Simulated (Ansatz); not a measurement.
**CH4F3NTi: small, medium and large basis sets**

The task here is to estimate one member of a computed series from the others.

Method: one geometry, several basis sets; program: Ansatz 0.2.0, Gaussian basis.

Plan: PBE0-D4/def2-SVP; ωB97M-V/def2-SVP; PBE0-D4/def2-QZVPP; ωB97M-V/def2-QZVPP; the functionals' def2-TZVPP values are taken from earlier runs.

## The geometry

The geometry comes from an earlier relaxation with PBE0-D4 in a triple-zeta def2 set; it is a stationary point, not always the lowest conformer.

SMILES `C[NH][Ti]([F])([F])[F]`, 10 atoms, charge 0, spin multiplicity 1.

Atoms are counted from 1 here; the program's logs count them from 0.

Bond lengths: C1–N2 1.447 Å, C1–H7 1.095 Å, C1–H8 1.093 Å, C1–H9 1.095 Å, N2–Ti3 1.846 Å, N2–H10 1.013 Å, Ti3–F4 1.764 Å, Ti3–F5 1.754 Å, Ti3–F6 1.764 Å. Angles: N2–C1–H7 111.5°, N2–C1–H8 110.1°, N2–C1–H9 111.6°, H7–C1–H8 107.4°, H7–C1–H9 108.7°, H8–C1–H9 107.4°, C1–N2–Ti3 125.1°, C1–N2–H10 114.0°, Ti3–N2–H10 121.0°, N2–Ti3–F4 108.2°, N2–Ti3–F5 106.8°, N2–Ti3–F6 108.2°, F4–Ti3–F5 113.3°, F4–Ti3–F6 106.8°, F5–Ti3–F6 113.3°.

The first run:

File in.yaml:

```yaml
crystal:
  periodic: [false, false, false]
  atoms:
    - {symbol: C, position_ang: [-0.093620, -1.147112, 0.894039]}
    - {symbol: N, position_ang: [0.644490, -0.144074, 0.158066]}
    - {symbol: Ti, position_ang: [-0.110667, 1.149590, -0.920091]}
    - {symbol: F, position_ang: [-1.066423, 0.341901, -2.163562]}
    - {symbol: F, position_ang: [1.211016, 2.101752, -1.570452]}
    - {symbol: F, position_ang: [-1.235936, 2.093413, 0.057050]}
    - {symbol: H, position_ang: [0.179180, -2.159248, 0.578190]}
    - {symbol: H, position_ang: [-1.165742, -1.028451, 0.718240]}
    - {symbol: H, position_ang: [0.072526, -1.058238, 1.972541]}
    - {symbol: H, position_ang: [1.648176, -0.200732, 0.279077]}
basis:
  gaussian: {orbitals: def2-SVP}
hamiltonian: {xc: pbe0, dispersion: d4}
output: {orbitals: {seedname: orbitals}}
```

The run is started by

```
ansatz run in.yaml --threads 4 --pin off --events-out ev --progress --plain --max-ram 11315MiB
```

Steps of the session up to this table: PBE0-D4 in def2-SVP; ωB97M-V in def2-SVP; PBE0-D4 in def2-QZVPP; ωB97M-V in def2-QZVPP.

One table of the session follows, with a row left open; its other results are not shown here.

It belongs to the step «Functionals by basis». 

```
functional       basis  HOMO (eV)  LUMO (eV)
   PBE0-D4    def2-SVP          ?          ?
   PBE0-D4  def2-TZVPP      -7.88      -2.27
   PBE0-D4  def2-QZVPP      -7.88      -2.27
   ωB97M-V    def2-SVP     -10.03       0.12
   ωB97M-V  def2-TZVPP     -10.18       0.04
   ωB97M-V  def2-QZVPP     -10.19       0.01
```

**Question.** Estimate the row for PBE0-D4, def2-SVP.

As computed: HOMO (eV): -7.75; LUMO (eV): -2.24. In the column «HOMO (eV)» it is the highest.
